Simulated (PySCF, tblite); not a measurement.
# C3H10N2OSi: geometry, infrared bands and NMR shifts

Aim: predict the infrared bands and NMR shifts of C3H10N2OSi (`[H]/N=C\CCO[SiH2]N`).

The runs use tblite 0.8.0 and PySCF 2.14.0, with density-fitted response routines of our own; the level of theory stands in each step. All values are computed, except where a source is named. Atoms are numbered from 0 throughout.

## 1. Starting geometry

17 atoms, charge 0, multiplicity 1; geometry from: force field or distance geometry start.

Bonds of the start (Å): N0–C1 1.30, C1–C2 1.46, C2–C3 1.49, C3–O4 1.41, O4–Si5 1.72, Si5–N6 1.79, N0–H7 1.05, C1–H8 1.10, C2–H9 1.12, C2–H10 1.13, C3–H11 1.10, C3–H12 1.11, Si5–H13 1.48, Si5–H14 1.49, N6–H15 1.05, N6–H16 1.04.

## 2. Optimising the geometry with GFN2-xTB

The job: settings as JSON, then the geometry in Å.

```
{"job": {"kind": "relax", "xc": "GFN2-xTB", "basis": "xTB"}, "charge": 0, "multiplicity": 1}
N     -2.748400    -0.953700     1.452700
C     -2.002300    -1.236500     0.431200
C     -1.683300    -0.168100    -0.507400
C     -0.256600     0.249800    -0.588500
O      0.266000     0.712700     0.640200
Si     1.901200     1.114600     0.308100
N      2.869600    -0.374500     0.521600
H     -3.112500     0.026700     1.558600
H     -1.624900    -2.262100     0.353100
H     -2.307600     0.736200    -0.300000
H     -2.028700    -0.528700    -1.522700
H     -0.068200     1.060600    -1.305700
H      0.392100    -0.592900    -0.889200
H      2.375300     2.207700     1.187800
H      2.072000     1.535000    -1.109500
H      3.640900    -0.306600    -0.187400
H      2.308400    -1.207900     0.246400
```

Started as:

```console
OMP_NUM_THREADS=1 python probes_run.py task.json out
```

One launch serves the whole session: the jobs run in the order shown.

**Question.** This job is followed by: GFN2-xTB harmonic vibrations, gas phase; GIAO PBE0/pcSseg-1 NMR shielding, non-relativistic, gas phase. Predict these results of the whole session: strongest single infrared mode (GFN2-xTB); zero-point energy (GFN2-xTB); 13C shifts against TMS (PBE0/pcSseg-1); 1H shifts against TMS (PBE0/pcSseg-1, means over atoms taken as alike); 15N shifts against NH3 (PBE0/pcSseg-1); 17O shifts against H2O (PBE0/pcSseg-1); 29Si shifts against TMS (PBE0/pcSseg-1).

The runs gave:

| quantity | value |
| --- | --- |
| strongest single infrared mode (GFN2-xTB) | 2229 cm⁻¹, 403 km/mol |
| zero-point energy (GFN2-xTB) | 83.3 kcal/mol |
| 13C shifts against TMS (PBE0/pcSseg-1) | 180.7, 61.6, 49.3 ppm |
| 1H shifts against TMS (PBE0/pcSseg-1, means over atoms taken as alike) | 10.71, 8.13, 4.93, 4.17, 2.26, 0.58 ppm |
| 15N shifts against NH3 (PBE0/pcSseg-1) | 364.0, 27.2 ppm |
| 17O shifts against H2O (PBE0/pcSseg-1) | 36.6 ppm |
| 29Si shifts against TMS (PBE0/pcSseg-1) | -29.9 ppm |

The optimisation took 175 steps and gained 1.276 eV; among the close pairs (by a distance rule), O4–Si5 changed most, from 1.716 to 1.625 Å. All 45 modes are real, so the xTB geometry is a minimum. The strongest single mode, at 2229 cm⁻¹, moves mainly H14. Unscaled tight-binding wavenumbers are off by several per cent, some by more. Its intensities can rank the bands wrongly. At PBE0/pcSseg-1: The widest tensor belongs to N0: span 648 ppm, with a paramagnetic part of -422 ppm.
